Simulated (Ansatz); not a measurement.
# GaGe (F-43m) in Ansatz: a series of runs

The runs below take GaGe through single point, with PBE.

All numbers are computed with Ansatz 0.2.0; they aren't measurements. Logs are shortened: lines on timing, memory, paths and dates and some standing lists are left out, and cuts for length are marked.

**1. The crystal as given**

The structure is cubic, space group F-43m (No. 216). Conventional cell: a = 5.796 Å, b = 5.796 Å, c = 5.796 Å, α = 90.00°, β = 90.00°, γ = 90.00°. Ge (site symmetry -43m) is surrounded by 4 Ga at 2.51 Å. Ga (site symmetry -43m) has 4 Ge at 2.51 Å as nearest neighbours.

The cell comes from a database or a generator and needn't be the stable form of this composition.

**2. Single point, PBE**

Contents of input.yaml:

```yaml
crystal:
  lattice:
    - [0.0, 2.897844, 2.897844]
    - [2.897844, 0.0, 2.897844]
    - [2.897844, 2.897844, 0.0]
  atoms:
    - { symbol: Ge, position: [0.0, 0.0, 0.0] }
    - { symbol: Ga, position: [0.25, 0.25, 0.25] }
hamiltonian:
  xc: pbe
  pseudopotentials: { kind: paw }
kpoints:
  mp_grid: { grid: [8, 8, 8] }
scf:
  occupations: { method: gaussian, width: 0.018 }
output:
  forces: true
  stress: true
  eigenvalues: true
  write_density: true
  write_potential: true
  elf: true
  volumetric_format: npy
```

Potentials or basis: Ansatz PAW.

Command:

```bash
$ ansatz run input.yaml --threads 2 --pin off --max-ram 5632MiB --backend cpu --events-out ev --progress --plain --runs-dir out
```

Standard output:

```text
Warning: RAYON_NUM_THREADS=2 ignored (pool sized by the plan → 2); use --threads N
Engine: ansatz 0.2.0, aarch64-unknown-linux-gnu
Pseudopotentials: kind: paw
Pseudopotential: Ge, paw, valence charge 14, recommended cutoff 420 eV (normal), Ge.paw.azcp
Pseudopotential: Ga, paw, valence charge 13, recommended cutoff 420 eV (normal), Ga.paw.azcp
Functional definition: PBE
  parameter kappa = 0.804
  parameter beta = 0.06672455060314922
  exchange = pbe_x(kappa = kappa, mu = beta*pi^2/3)
  correlation = pbe_c(beta = beta)
Crystal: 2 atoms, lattice volume = 48.669 Å³
Basis set: ecut = 420 eV, 941 PW (Γ), exchange–correlation on 60×60×60 points (8 copies of the dense FFT grid, shifted against one another)
Bands: 18, of which v1, the nominal top of the filled ones, is band 14 counted from 1 (13 counted from 0)
Symmetry: 24 space group operations
Space group: F-43m (ITA 216), of the structure as read, at distance tolerance 3.7e-5 Å
k-points: 29 of 512 (time reversal used)
Non-local potential: Ge, projectors of the file, l = 0: 2, l = 1: 2, l = 2: 3, l = 3: 1
Non-local potential: Ga, projectors of the file, l = 0: 2, l = 1: 2, l = 2: 3, l = 3: 1
PAW form: soft (Blöchl's): semilocal exchange-correlation on the pseudo side does not see the compensation charge
PAW one-centre angular grid: Ge, 590 points (default); XC on 64 Gauss nodes
PAW one-centre angular grid: Ga, 590 points (default); XC on 64 Gauss nodes
Initial density: superposition of atomic densities (neutral atoms: chi_scale 0, normalization atom), corrected by the library's trained network
Initial wavefunctions: pseudopotential atomic-orbital guess
Functional: x = pbe(κ = 0.804, μ = 0.2195149727645171), c = pbe(β = 0.06672455060314922)
SCF iter   1: F=—  HF=-8077.674069 eV  |F-HF|=—  |Δ(HF+E_count)|=         —  Δρ=1.64e-3  dr2=1.36e-3  ethr=1.77e-3  ⟨swp⟩=6.1  Hψ=2443  notcnv=0
preconditioner: auto → LDOS  [insulator: Δε(μ)=0.279 eV  Ē_g=20.464 eV  σ=0.018 eV  W_gap=0.64  n_scr=14 (ndim 8)  ℏωp=27.7 eV  f_vac=0.056  D(μ)=6.39/eV (n_scr^D=112)  ε∞_Penn≈2.8  β→1.0]
SCF iter   2: F=—  HF=-8077.674295 eV  |F-HF|=—  |Δ(HF+E_count)|=   2.26e-4  Δρ=1.53e-3  dr2=7.72e-4  ethr=5.04e-6  ⟨swp⟩=2.0  Hψ=1255  notcnv=0  defer=16
SCF iter   3: F=—  HF=-8077.673929 eV  |F-HF|=—  |Δ(HF+E_count)|=   3.66e-4  Δρ=7.30e-4  dr2=2.09e-4  ethr=2.86e-6  ⟨swp⟩=2.0  Hψ=1012  notcnv=0  defer=16
SCF iter   4: F=—  HF=-8077.673836 eV  |F-HF|=—  |Δ(HF+E_count)|=   9.32e-5  Δρ=3.73e-4  dr2=6.76e-5  ethr=7.75e-7  ⟨swp⟩=2.0  Hψ=665  notcnv=0  defer=16
SCF iter   5: F=—  HF=-8077.673814 eV  |F-HF|=—  |Δ(HF+E_count)|=   2.17e-5  Δρ=2.07e-4  dr2=2.66e-5  ethr=2.50e-7  ⟨swp⟩=2.4  Hψ=851  notcnv=0  defer=16
SCF iter   6: F=—  HF=-8077.673804 eV  |F-HF|=—  |Δ(HF+E_count)|=   1.03e-5  Δρ=1.21e-4  dr2=9.94e-6  ethr=9.84e-8  ⟨swp⟩=3.0  Hψ=1031  notcnv=0  defer=16
SCF iter   7: F=—  HF=-8077.673802 eV  |F-HF|=—  |Δ(HF+E_count)|=   1.72e-6  Δρ=5.88e-5  dr2=1.96e-6  ethr=3.68e-8  ⟨swp⟩=2.0  Hψ=734  notcnv=0  defer=16
SCF iter   8: F=—  HF=-8077.673802 eV  |F-HF|=—  |Δ(HF+E_count)|=   9.03e-8  Δρ=3.51e-5  dr2=3.39e-7  ethr=7.25e-9  ⟨swp⟩=2.5  Hψ=822  notcnv=0  defer=16
SCF iter   9: F=-8077.673802 eV  HF=-8077.673802 eV  |F-HF|=3.26e-10  |Δ(HF+E_count)|=   1.91e-7  Δρ=2.09e-6  dr2=1.91e-9  ethr=3.70e-10  ⟨swp⟩=7.3  Hψ=3148  notcnv=0
SCF 1 converged in 9 iterations: F = -8077.673802 eV  dr2 = 1.91e-9
SCF converged after 9 iterations
Free energy (F): -8077.673802 eV
Harris-Foulkes:  -8077.673802 eV  (|F-HF|=3.26e-10)
Internal energy: -8077.672767 eV  (E = F + TS)
E sigma→0 (E₀):  -8077.673284 eV
Entropy (-TS):   -0.001035 eV (-0.517 meV/atom)
Fermi energy:    6.389627 eV
--- Per-component energies (eV) ---
  E_band       = -240.199203
  E_kinetic    = 225.157835
  E_local      = -4638.070283  (includes V_loc(G=0)·N_el)
  E_nonlocal   = 839.553296
  E_hartree    = 2085.917596
  E_xc         = -144.089046
  E_vxc        = -121.629083  (∫ρ·V_xc dr)
  E_paw        = -4004.606047  (= ΣΔE_a)
  E_vpaw       = -717.043893  (= ΣTr[D̂ρ^β])
  E_aug_tail   = 0.000234  (compensation charges beyond the density's cutoff)
  E_ewald      = -2441.536352
  E_smearing   = -0.001035  (= −TS)
  E_closure    = -0.000000  (closes the sum)
  Σ components = -8077.673802   (vs F -8077.673802, Δ=0.00e0)
--- Forces (eV/Å), atoms counted from 1 ---
  atom   1  Ge     0.00000000    -0.00000000     0.00000000
  atom   2  Ga    -0.00000000     0.00000000     0.00000000
  max |Σ_I F_I| component: 5.09e-17 eV/Å
--- Stress (GPa, compression-positive) ---
        0.229455       0.000000       0.000000
        0.000000       0.229455      -0.000000
        0.000000      -0.000000       0.229455
  P = ⅓ Tr σ = 0.2295 GPa (2.295 kbar)
--- Band table (eV; the first three rows and the last of 29) ---
  k-point 0: bands = ["-17.5763", "-17.5763", "-17.5763", "-17.5573", "-17.5573", "-7.9616", "-7.9616", "-7.9616", "-7.9020", "-7.9020", "-4.1780", "8.0423", "8.0423", "8.0423", "8.4191", "10.7177", "10.7177", "10.7177"]
  k-point 1: bands = ["-17.5762", "-17.5759", "-17.5759", "-17.5572", "-17.5572", "-7.9656", "-7.9589", "-7.9589", "-7.9022", "-7.9022", "-3.9955", "5.9577", "7.7407", "7.7407", "9.2484", "11.1251", "11.1251", "11.5040"]
  k-point 2: bands = ["-17.5762", "-17.5750", "-17.5750", "-17.5569", "-17.5569", "-7.9753", "-7.9531", "-7.9531", "-7.9022", "-7.9022", "-3.4687", "3.7046", "7.2320", "7.2320", "8.8868", "11.6820", "11.6820", "13.4613"]
  k-point 28: bands = ["-17.5760", "-17.5745", "-17.5708", "-17.5578", "-17.5552", "-7.9997", "-7.9380", "-7.9289", "-7.9099", "-7.9007", "-1.0821", "0.7000", "4.2077", "4.3203", "12.1252", "12.1623", "12.4931", "12.8183"]
```

Run time: 2 s. Hardware: 2 threads of Arm Neoverse V1, shared host; peak memory 0.34 GiB.

What came out:

```yaml
Free_energy: -8077.6738 eV
Pressure: 0.2 GPa
Band_gap_on_the_k_mesh: none (metal or under the smearing width)
```

**3. Single point, PBE**

Changes to input.yaml since step 2:

```diff
@@ -14,3 +14,3 @@
 scf:
-  occupations: { method: gaussian, width: 0.018 }
+  occupations: { method: gaussian, width: 0.019 }
 output:
```

Potentials or basis: Ansatz PAW.

Command:

```bash
$ ansatz run input.yaml --threads 2 --pin off --max-ram 5632MiB --backend cpu --events-out ev --progress --plain --runs-dir out
```

Standard output:

```text
Warning: RAYON_NUM_THREADS=2 ignored (pool sized by the plan → 2); use --threads N
Engine: ansatz 0.2.0, aarch64-unknown-linux-gnu
Pseudopotentials: kind: paw
Pseudopotential: Ge, paw, valence charge 14, recommended cutoff 420 eV (normal), Ge.paw.azcp
Pseudopotential: Ga, paw, valence charge 13, recommended cutoff 420 eV (normal), Ga.paw.azcp
Functional definition: PBE
  parameter kappa = 0.804
  parameter beta = 0.06672455060314922
  exchange = pbe_x(kappa = kappa, mu = beta*pi^2/3)
  correlation = pbe_c(beta = beta)
Crystal: 2 atoms, lattice volume = 48.669 Å³
Basis set: ecut = 420 eV, 941 PW (Γ), exchange–correlation on 60×60×60 points (8 copies of the dense FFT grid, shifted against one another)
Bands: 18, of which v1, the nominal top of the filled ones, is band 14 counted from 1 (13 counted from 0)
Symmetry: 24 space group operations
Space group: F-43m (ITA 216), of the structure as read, at distance tolerance 3.7e-5 Å
k-points: 29 of 512 (time reversal used)
Non-local potential: Ge, projectors of the file, l = 0: 2, l = 1: 2, l = 2: 3, l = 3: 1
Non-local potential: Ga, projectors of the file, l = 0: 2, l = 1: 2, l = 2: 3, l = 3: 1
PAW form: soft (Blöchl's): semilocal exchange-correlation on the pseudo side does not see the compensation charge
PAW one-centre angular grid: Ge, 590 points (default); XC on 64 Gauss nodes
PAW one-centre angular grid: Ga, 590 points (default); XC on 64 Gauss nodes
Initial density: superposition of atomic densities (neutral atoms: chi_scale 0, normalization atom), corrected by the library's trained network
Initial wavefunctions: pseudopotential atomic-orbital guess
Functional: x = pbe(κ = 0.804, μ = 0.2195149727645171), c = pbe(β = 0.06672455060314922)
SCF iter   1: F=—  HF=-8077.674128 eV  |F-HF|=—  |Δ(HF+E_count)|=         —  Δρ=1.64e-3  dr2=1.36e-3  ethr=1.77e-3  ⟨swp⟩=6.0  Hψ=2437  notcnv=0
preconditioner: auto → LDOS  [insulator: Δε(μ)=0.279 eV  Ē_g=20.464 eV  σ=0.019 eV  W_gap=0.64  n_scr=14 (ndim 8)  ℏωp=27.7 eV  f_vac=0.056  D(μ)=6.07/eV (n_scr^D=88)  ε∞_Penn≈2.8  β→1.0]
SCF iter   2: F=—  HF=-8077.674354 eV  |F-HF|=—  |Δ(HF+E_count)|=   2.26e-4  Δρ=1.53e-3  dr2=7.72e-4  ethr=5.04e-6  ⟨swp⟩=2.0  Hψ=1255  notcnv=0  defer=16
SCF iter   3: F=—  HF=-8077.673987 eV  |F-HF|=—  |Δ(HF+E_count)|=   3.67e-4  Δρ=7.30e-4  dr2=2.07e-4  ethr=2.86e-6  ⟨swp⟩=2.0  Hψ=1012  notcnv=0  defer=16
SCF iter   4: F=—  HF=-8077.673894 eV  |F-HF|=—  |Δ(HF+E_count)|=   9.30e-5  Δρ=3.70e-4  dr2=6.57e-5  ethr=7.67e-7  ⟨swp⟩=2.0  Hψ=662  notcnv=0  defer=16
SCF iter   5: F=—  HF=-8077.673871 eV  |F-HF|=—  |Δ(HF+E_count)|=   2.30e-5  Δρ=2.03e-4  dr2=2.52e-5  ethr=2.43e-7  ⟨swp⟩=2.1  Hψ=805  notcnv=0  defer=16
SCF iter   6: F=—  HF=-8077.673861 eV  |F-HF|=—  |Δ(HF+E_count)|=   9.98e-6  Δρ=1.15e-4  dr2=8.90e-6  ethr=9.32e-8  ⟨swp⟩=2.9  Hψ=1034  notcnv=0  defer=16
SCF iter   7: F=—  HF=-8077.673859 eV  |F-HF|=—  |Δ(HF+E_count)|=   1.52e-6  Δρ=5.50e-5  dr2=1.71e-6  ethr=3.29e-8  ⟨swp⟩=2.0  Hψ=734  notcnv=0  defer=16
SCF iter   8: F=—  HF=-8077.673859 eV  |F-HF|=—  |Δ(HF+E_count)|=   7.47e-8  Δρ=3.41e-5  dr2=3.15e-7  ethr=6.33e-9  ⟨swp⟩=2.6  Hψ=837  notcnv=0  defer=16
SCF iter   9: F=-8077.673859 eV  HF=-8077.673859 eV  |F-HF|=1.20e-9  |Δ(HF+E_count)|=   1.79e-7  Δρ=2.42e-6  dr2=2.28e-9  ethr=3.70e-10  ⟨swp⟩=9.4  Hψ=3445  notcnv=0
SCF 1 converged in 9 iterations: F = -8077.673859 eV  dr2 = 2.28e-9
SCF converged after 9 iterations
Free energy (F): -8077.673859 eV
Harris-Foulkes:  -8077.673859 eV  (|F-HF|=1.20e-9)
Internal energy: -8077.672764 eV  (E = F + TS)
E sigma→0 (E₀):  -8077.673312 eV
Entropy (-TS):   -0.001095 eV (-0.548 meV/atom)
Fermi energy:    6.389284 eV
--- Per-component energies (eV) ---
  E_band       = -240.200173
  E_kinetic    = 225.157607
  E_local      = -4638.069460  (includes V_loc(G=0)·N_el)
  E_nonlocal   = 839.553185
  E_hartree    = 2085.916880
  E_xc         = -144.088995
  E_vxc        = -121.629008  (∫ρ·V_xc dr)
  E_paw        = -4004.605863  (= ΣΔE_a)
  E_vpaw       = -717.043585  (= ΣTr[D̂ρ^β])
  E_aug_tail   = 0.000234  (compensation charges beyond the density's cutoff)
  E_ewald      = -2441.536352
  E_smearing   = -0.001095  (= −TS)
  E_closure    = 0.000000  (closes the sum)
  Σ components = -8077.673859   (vs F -8077.673859, Δ=0.00e0)
--- Forces (eV/Å), atoms counted from 1 ---
  atom   1  Ge     0.00000000     0.00000000     0.00000000
  atom   2  Ga    -0.00000000     0.00000000    -0.00000000
  max |Σ_I F_I| component: 7.40e-17 eV/Å
--- Stress (GPa, compression-positive) ---
        0.229279       0.000000       0.000000
       -0.000000       0.229279      -0.000000
        0.000000      -0.000000       0.229279
  P = ⅓ Tr σ = 0.2293 GPa (2.293 kbar)
--- Band table (eV; the first three rows and the last of 29) ---
  k-point 0: bands = ["-17.5763", "-17.5763", "-17.5763", "-17.5574", "-17.5574", "-7.9616", "-7.9616", "-7.9616", "-7.9020", "-7.9020", "-4.1780", "8.0423", "8.0423", "8.0423", "8.4191", "10.7177", "10.7177", "10.7177"]
  k-point 1: bands = ["-17.5763", "-17.5759", "-17.5759", "-17.5572", "-17.5572", "-7.9656", "-7.9589", "-7.9589", "-7.9022", "-7.9022", "-3.9955", "5.9577", "7.7407", "7.7407", "9.2483", "11.1251", "11.1251", "11.5040"]
  k-point 2: bands = ["-17.5762", "-17.5750", "-17.5750", "-17.5570", "-17.5570", "-7.9753", "-7.9531", "-7.9531", "-7.9022", "-7.9022", "-3.4687", "3.7046", "7.2320", "7.2320", "8.8868", "11.6820", "11.6820", "13.4613"]
  k-point 28: bands = ["-17.5760", "-17.5746", "-17.5709", "-17.5579", "-17.5552", "-7.9997", "-7.9380", "-7.9290", "-7.9100", "-7.9008", "-1.0821", "0.7000", "4.2077", "4.3203", "12.1252", "12.1623", "12.4931", "12.8183"]
```

rho_z.tsv:

```text
# z_ang	rho[e/angstrom^3]
# format = ansatz-planar-average/11
# lattice	0.000000000	2.897844000	2.897844000
# lattice	2.897844000	0.000000000	2.897844000
# lattice	2.897844000	2.897844000	0.000000000
# sites	2
# site	32	0.000000000	0.000000000	0.000000000
# site	31	1.448922000	1.448922000	1.448922000
0.000000	1.383379e0
0.136606	1.271318e0
0.273211	9.948533e-1
0.409817	7.626342e-1
0.546423	7.053292e-1
0.683028	8.428840e-1
[... 22 lines left out ...]
3.824959	8.815427e-1
3.961565	1.218995e0
```

Wall time 2.1 s (2 threads of Arm Neoverse V1, shared host); peak memory 0.33 GiB.

Results:

* Free energy: -8077.6739 eV
* Pressure: 0.2 GPa
* Band gap on the k mesh: none (metal or under the smearing width)

Levels at points of the mesh, in eV from the Fermi level:
```
             k point  band 10  band 11  band 12  band 13  band 14  band 15  band 16  band 17  band 18
  (0.00, 0.00, 0.00)   -14.29   -10.57     1.65     1.65     1.65     2.03     4.33     4.33     4.33
 (0.00, 0.00, -0.50)   -14.29    -8.61    -5.40     0.35     0.35     2.03     5.31     5.31     8.16
(0.00, -0.50, -0.50)   -14.28    -7.55    -5.84    -1.29    -1.29     2.30     2.40    10.98    10.98
```
